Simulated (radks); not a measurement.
# Mn³⁺ in [Ar] 3d4: an all-electron calculation

An exercise on one series of results from a longer session: the logs are not shown, and one member is left open.

Program: radks (a radial shooting solver on a logarithmic mesh, Libxc functionals) version 1. Level of theory: scalar-relativistic Kohn-Sham, Wu-Cohen GGA, spin-polarised, spherical densities, point nucleus; open shells are filled with parallel spins first. These are calculated values, not measurements, unless marked.

## The system

- element: manganese (Z = 25)
- charge: +3
- electrons: 22
- configuration: [Ar] 3d4

The outer shells:

Mn³⁺
```
[Ar] core
3d [↑ ][↑ ][↑ ][↑ ][  ]
```

Set-up of the first run:

Input:

```text
Z 25
configuration [Ar] 3d4
relativity scalar-relativistic
functional wc,pbe
spin polarised
nucleus point
c 137.035999084
```

One table of the session follows, with a row left open; its other results are not shown here.

It belongs to the step «Orbitals and density». Radial moments (bohr):

```
  level      <r>  outermost maximum (interpolated)  90 % within  nodes
1s down  0.06093                            0.0399        0.109      0
  1s up  0.06093                            0.0399        0.109      0
  2s up   0.2798                             0.233        0.434      1
2s down        ?                                 ?            ?      ?
  2p up   0.2474                             0.188        0.406      0
2p down   0.2469                             0.188        0.405      0
  3s up   0.8436                             0.734         1.26      2
3s down   0.8462                             0.735         1.26      2
  3p up   0.8875                             0.748         1.36      1
3p down   0.8922                             0.749         1.37      1
  3d up    1.032                             0.737         1.72      0
3d down    1.060                             0.744         1.78      0
```

**Question.** Estimate the row for 2s down.

**Answer.** <r>: 0.2794; outermost maximum (interpolated): 0.232; 90 % within: 0.433; nodes: 1. In the column «<r>» it lies between 2p up (0.2474) and 2s up (0.2798).

Caveats from the session: Open shells are spherical and high-spin; term and fine-structure splittings are not resolved.
